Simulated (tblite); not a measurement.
# GeH6NOSi: the cost of one run

Computed with tblite 0.8.0 and PySCF 2.14.0; each step states its level. No surroundings beyond the atoms listed, unless a continuum is named. Atoms count from 0, parts from 1.

## 1. Starting point

10 atoms, charge 0, multiplicity 2; geometry: distance geometry start.

## 2. Relaxing the cluster with GFN2-xTB

Job settings and geometry (Å):

```
{"job": {"kind": "relax", "xc": "GFN2-xTB", "basis": "xTB"}, "charge": 0, "multiplicity": 2}
Ge     1.589411    -0.192794     0.364273
N     -0.028667    -1.021188     0.387313
Si    -1.429341    -0.039580    -0.050373
O      2.182880     0.302621    -1.249109
H      1.782812     0.920415     1.405914
H     -0.168829    -1.634601     1.211193
H     -1.248964     0.690393    -1.335671
H     -1.826954     0.841946     1.040897
H     -2.556218    -0.965898    -0.294881
H      1.714834     1.138296    -1.488744
```

With the program's defaults for keys left out, this is: GFN2-xTB geometry optimisation, gas phase.

Started as:

```bash
$ OMP_NUM_THREADS=1 python cluster_run.py task.json out
```

One launch serves the whole session: the jobs run in the order shown.

Q: Estimate the wall time of this first job on 1 thread of Intel Xeon Platinum 8488C, shared host.

About 2.6 s.
